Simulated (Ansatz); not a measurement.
Task: a calculation of the elastic constants of CaBr, space group P-6m2, with the Ansatz DFT code, driven from Python. Give the script and its output. Use (first run): PBE, PAW, the default cutoff (420 eV here), 13×13×10 k-points, cold smearing of 0.1 eV.

```
Ca Br
1.0
     3.91702    0.00000    0.00000
    -1.95851    3.39224    0.00000
     0.00000    0.00000    4.34103
Ca Br
1 1
Direct
  0.00000 0.00000 0.00000
  0.33333 0.66667 0.50000
```

Script `cabr.py`:
```python
"""Elastic constants of CaBr."""

from dataclasses import replace
import logging
import sys
import warnings

import ansatz
import numpy as np

logging.basicConfig(stream=sys.stdout, format="%(name)s: %(message)s")
logger = logging.getLogger("run")
logger.setLevel(logging.INFO)


def main() -> None:
    warnings.simplefilter("ignore", ansatz.DeckWarning)

    vectors = np.array([
        [3.91702238, 0.0, 0.0],
        [-1.95851119, 3.39224089, 0.0],
        [0.0, 0.0, 4.341034],
    ])
    cabr = (
        ansatz.Lattice.of(vectors)
        .atom("Ca", (0.0, 0.0, 0.0))
        .atom("Br", (1 / 3, 2 / 3, 0.5))
    )

    setup = (
        cabr.calculation()
        .functional(ansatz.Functional.PBE)
        .pseudopotentials("paw")
        .occupations("cold")
        .kpoints(13, 13, 10)
    )
    # first bring the cell to zero stress
    rest = setup.relax(cell=True).run(threads=1, backend="cpu").lattice
    relaxed = ansatz.Crystal(lattice=ansatz.Lattice.of(rest.cell_ang))
    for site in rest.sites:
        relaxed = relaxed.atom(site.symbol, site.position_frac)
    setup = replace(setup, crystal=relaxed)
    logger.info("relaxed volume {:.3f} A^3".format(abs(np.linalg.det(rest.cell_ang))))
    res = setup.elastic("clamped_ion").run(threads=1, backend="cpu")
    elastic = res.elastic

    C = np.asarray(elastic.c_gpa)
    for i in range(6):
        for j in range(i, 6):
            if abs(C[i, j]) > 0.05:
                logger.info(f"C{i + 1}{j + 1} = {C[i, j]:.1f} GPa")
    print("smallest eigenvalue of C:", round(elastic.stability.min_eigenvalue_gpa, 1), "GPa; tensor positive definite:", elastic.stability.min_eigenvalue_gpa > 0)
    # averaged moduli need a positive definite tensor
    if elastic.stability.min_eigenvalue_gpa > 0:
        m = elastic.moduli
        logger.info(f"K = {m.k_hill_gpa:.1f}, G = {m.g_hill_gpa:.1f}, E = {m.youngs_gpa:.1f} GPa, Poisson ratio {m.poisson:.3f}, K/G = {m.k_hill_gpa / m.g_hill_gpa:.2f}")


if __name__ == "__main__":
    main()
```

```console
$ python cabr.py
run: relaxed volume 58.521 A^3
run: C11 = 45.0 GPa
run: C12 = 14.3 GPa
run: C13 = 5.3 GPa
run: C22 = 45.0 GPa
run: C23 = 5.3 GPa
run: C33 = 29.9 GPa
run: C44 = 13.6 GPa
run: C55 = 13.6 GPa
run: C66 = 15.3 GPa
smallest eigenvalue of C: 13.6 GPa; tensor positive definite: True
run: K = 18.2, G = 14.7, E = 34.8 GPa, Poisson ratio 0.182, K/G = 1.24
```

What to keep in mind:
- The cell holds an odd number of electrons and is run without spin, so a magnetic state may lie lower.
- A positive definite tensor excludes instabilities under uniform strain alone; phonons elsewhere in the zone can still be imaginary.
- These are clamped-ion constants: where atoms have free coordinates under strain, the relaxed-ion ones can be far smaller or negative, so this tensor doesn't settle whether the crystal is stable.
- This cell is a computed structure, which may not be the phase found in nature.
- Shear constants of a metal converge slowly with the k-point mesh and can be wrong in sign on a coarse one; the constants belong to the cell that was strained.
- It ran for 3.5 min on 1 thread of Arm Neoverse V2, with other jobs on the host, peak memory 0.76 GiB.

(A comment or docstring line of the script was reworded after the run, the code is as it ran.)
